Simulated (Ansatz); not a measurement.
# CCr: the cost of one run

Program: Ansatz 0.2.0, Gaussian basis. Level of theory: def2-TZVPP, core rule «outside noble gas», up to 10 orbitals frozen. These are calculated values, not measurements.

The runs, in order: UHF; CCSD(T) on ROHF; CCSD(T) on UHF; CCSDT(Q) on ROHF; CCSDT(Q) on UHF; CASSCF and MRCISD+Q, 10 electrons in 10 orbitals; CASSCF and NEVPT2, 10 electrons in 10 orbitals.

12 further runs of the same task are left out: 6 for a known fault of the program, 6 set aside as unsound or not needed.

### 1 What is computed

The geometry is a PBE0/def2-TZVP stationary point (not a proven minimum).

2 atoms, charge 0, spin multiplicity 3.

Atoms are counted from 1 here; the program's logs count them from 0.

Bond lengths: Cr1–C2 1.686 Å.

### 2 UHF

in.yaml reads:

```yaml
crystal:
  periodic: [false, false, false]
  atoms:
    - {symbol: Cr, position_ang: [0.000000, 0.000000, 0.000000]}
    - {symbol: C, position_ang: [0.000000, 0.000000, 1.685600]}
basis:
  gaussian: {orbitals: def2-TZVPP}
magnetization: {spin_polarized: true, initial_magnetization: 2}
hamiltonian: {xc: hf}
output: {orbitals: {seedname: orbitals}}
```

The run is started by

```console
> ansatz run in.yaml --threads 1 --pin off --events-out ev --progress --plain --max-ram 2816MiB --backend cpu
```

What time and memory should one allow on 1 thread of AMD EPYC 7R13, shared host?

About 18 s, with a peak of 0.27 GiB.
